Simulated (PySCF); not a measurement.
**The bond of SrCa, level by level**

Aim: find the lowest electronic state of SrCa, scan its bond at several levels of theory, and get bond length, wavenumber and dissociation energy from each curve.

Program: PySCF 2.14.0. Level of theory: Sr def2-SVP with ECP28, Ca def2-SVP, scalar-relativistic core potentials. These are calculated values, not measurements.

### Step 1. The job

A driver script around PySCF takes these settings:

```json
{
  "atoms": "Sr, Ca",
  "charge": "0",
  "basis": "Sr def2-SVP with ECP28, Ca def2-SVP",
  "Hamiltonian": "scalar-relativistic core potentials",
  "basis functions": "47",
  "electrons treated": "30",
  "masses in u": "87.9056, 39.9626",
  "levels": "PBE0, PBE, r²SCAN, BLYP, BHandHLYP, B2PLYP, HF, MP2, SCS-MP2, CCSD, CCSD(T)",
  "grid": "80 radial by 434 angular points",
  "occupations": "held fixed by the projection of orbital angular momentum",
  "dissociation limit": "Sr + Ca, each in its ground configuration",
  "starting distance in angstrom": "3.300",
  "values of 2S to try": "0, 2"
}
```

Run with:

```
> OMP_NUM_THREADS=1 python dia.py task.json out
```

The runs that follow: PBE0 along the bond; Other states along the same grid; PBE; r²SCAN (meta-GGA); BLYP; BHandHLYP; B2PLYP (double hybrid); RHF; Correlated methods on the Hartree–Fock reference.

Before running it: what results should come out? Wanted: for each run, Re; ωe; De; μ.

The runs gave:

Lowest PBE0 solution found, without spin–orbit coupling: ¹Σ⁺ (singlet), closed shell. State 4 has its PBE0 minimum 0.95 eV higher. The other levels ran on the lowest alone.

```tsv
level	Re (Å)	ωe (cm⁻¹)	De (eV)	μ (D)
RHF-MP2	4.738	41.1	0.123	n/a
RHF-SCS-MP2	4.869	35.0	0.092	n/a
RHF-CCSD	4.840	35.3	0.092	n/a
RHF-CCSD(T)	4.691	42.4	0.124	n/a
PBE	4.343	69.4	0.237	-0.40
BLYP	4.509	52.6	0.077	-0.35
r²SCAN	4.388	68.7	0.235	-0.23
PBE0	4.429	63.6	0.196	-0.29
BHandHLYP	4.785	37.5	0.038	-0.13
B2PLYP	4.676	42.7	0.073	-0.11
```

De is counted to Sr + Ca in their ground configurations. A positive dipole means Sr(−)Ca(+). No constants: RHF (no minimum is bracketed among the points kept).

In words: The methods spread over 0.526 Å in bond length, from PBE to RHF-SCS-MP2. CCSD(T) can't serve as the judge here: for a weak bond in this basis it is far from its limit. Among the levels with a De in the table, it runs from 0.038 eV (BHandHLYP) to 0.237 eV (PBE).

Correlated steps freeze 5 core orbitals. B2PLYP dipoles, levels and charges come from its SCF part alone. The bond is weak, and basis-set superposition, which was not computed, may be a sizeable part of it. Spin–orbit coupling is left out.
